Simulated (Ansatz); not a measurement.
# AlBO3: the cost of one run

Program: Ansatz 0.2.0. Level of theory: DFT PBEsol, scalar-relativistic, plane waves, PAW. These are calculated values, not measurements.

### Step 1. Starting point

The structure is trigonal, space group R-3c (No. 167). The conventional cell has a = 4.475 Å, b = 4.475 Å, c = 13.737 Å, α = 90.00°, β = 90.00°, γ = 120.00°. Al (site symmetry -3) is surrounded by 6 O at 1.93 Å. Around B (site symmetry 32) lie 3 O at 1.38 Å. O (site symmetry 2) has 1 B at 1.38 Å and 2 Al at 1.93 Å as nearest neighbours.

Structure file:

```cif
data_structure
_symmetry_space_group_name_H-M 'R-3c:H'
_symmetry_Int_Tables_number 167
_cell_length_a 4.4753
_cell_length_b 4.4753
_cell_length_c 13.7373
_cell_angle_alpha 90.000
_cell_angle_beta 90.000
_cell_angle_gamma 120.000
_cell_volume 238.27
loop_
_atom_site_label
_atom_site_type_symbol
_atom_site_symmetry_multiplicity
_atom_site_Wyckoff_symbol
_atom_site_fract_x
_atom_site_fract_y
_atom_site_fract_z
_atom_site_occupancy
Al1 Al 6 b 0.00000 0.00000 0.50000 1
B1 B 6 a 0.33333 0.66667 0.41667 1
O1 O 18 e 0.02459 0.66667 0.41667 1
```

This cell was relaxed beforehand with the same method: volume 7.94 Å³/atom, gap on the mesh 5.83 eV.

Reference energy of this cell: -4731.9957 eV (10 atoms, 6×6×6 mesh, zero smearing).

### Step 2. Cell: 1 Al and 1 B atoms exchanged at random in the cell repeated 2 times

In a supercell of the relaxed crystal with 20 atoms, 1 Al and as many B trade places (25 % of the Al sites); all atoms are shaken by 0.02 Å.

The cell holds 4 Al, 4 B, 12 O: a = 4.475 Å, b = 5.258 Å, c = 6.905 Å, α = 102.11°, β = 90.00°, γ = 90.00°.

### Step 3. Relaxation without symmetry, coarse mesh

Cell and atoms move without symmetry, on a coarse mesh with loose thresholds.

The input, input.yaml:

```yaml
crystal:
  lattice:
    - [4.4752719618, 0.0, 0.0]
    - [0.0, -2.5837994718, 4.5791074062]
    - [0.0, -5.1675989437, -4.5791074062]
  atoms:
    - { symbol: Al, position: [0.0043051495, 0.0008845195, 0.0018903954] }
    - { symbol: Al, position: [0.508410865, 0.4993346716, 0.4997546347] }
    - { symbol: Al, position: [0.5031598414, 0.5025588138, 0.9988295339] }
    - { symbol: B, position: [0.9905676399, 0.0030156073, 0.5002340341] }
    - { symbol: B, position: [0.5011540743, 9.54681e-05, 0.2547943264] }
    - { symbol: B, position: [0.9984617786, 0.4995577029, 0.7483567092] }
    - { symbol: Al, position: [0.49478861, 0.004142258, 0.7504206869] }
    - { symbol: B, position: [0.0027724939, 0.5014430855, 0.2485508406] }
    - { symbol: O, position: [0.6994452153, 0.5004961083, 0.7477988914] }
    - { symbol: O, position: [0.1917481663, 0.0047276354, 0.252315397] }
    - { symbol: O, position: [0.155681649, 0.6505930552, 0.9087500285] }
    - { symbol: O, position: [0.6544627018, 0.1543000847, 0.4059601728] }
    - { symbol: O, position: [0.6533262529, 0.8530685663, 0.0987867842] }
    - { symbol: O, position: [0.1513627665, 0.3445203113, 0.5909847853] }
    - { symbol: O, position: [0.3069884523, 0.4973669933, 0.2524618956] }
    - { symbol: O, position: [0.8138086758, 0.9979066894, 0.7484121773] }
    - { symbol: O, position: [0.8480700499, 0.3459052783, 0.0962367879] }
    - { symbol: O, position: [0.3444713086, 0.8462240452, 0.5990369209] }
    - { symbol: O, position: [0.3471315514, 0.1524468498, 0.9035037606] }
    - { symbol: O, position: [0.8493391929, 0.6640125258, 0.4083218131] }
  symmetry: { detect: false }
basis:
  ecutwfc: 420
kpoints:
  mp_grid: { grid: [3, 3, 2], shift: [0.0, 0.0, 0.5] }
hamiltonian:
  xc: pbesol
scf:
  occupations: { method: gaussian, width: 0.1 }
  lower_state_search: "off"
output:
  forces: true
  stress: true
  eigenvalues: true
relax:
  adjacent_minimum: "off"
  f_tol: 0.04
  max_steps: 50
  cell: { stress_tol: 0.3 }
```

Launch:

```
ansatz run input.yaml --threads 4 --pin off --max-ram 9216MiB --backend cpu --events-out ev --progress --plain --runs-dir out
```

**Question.** How long does this run take on 4 threads of AMD EPYC 9R45 (Zen 5), shared host, and how much memory does it need?

About 31 s, with a peak of 0.67 GiB.
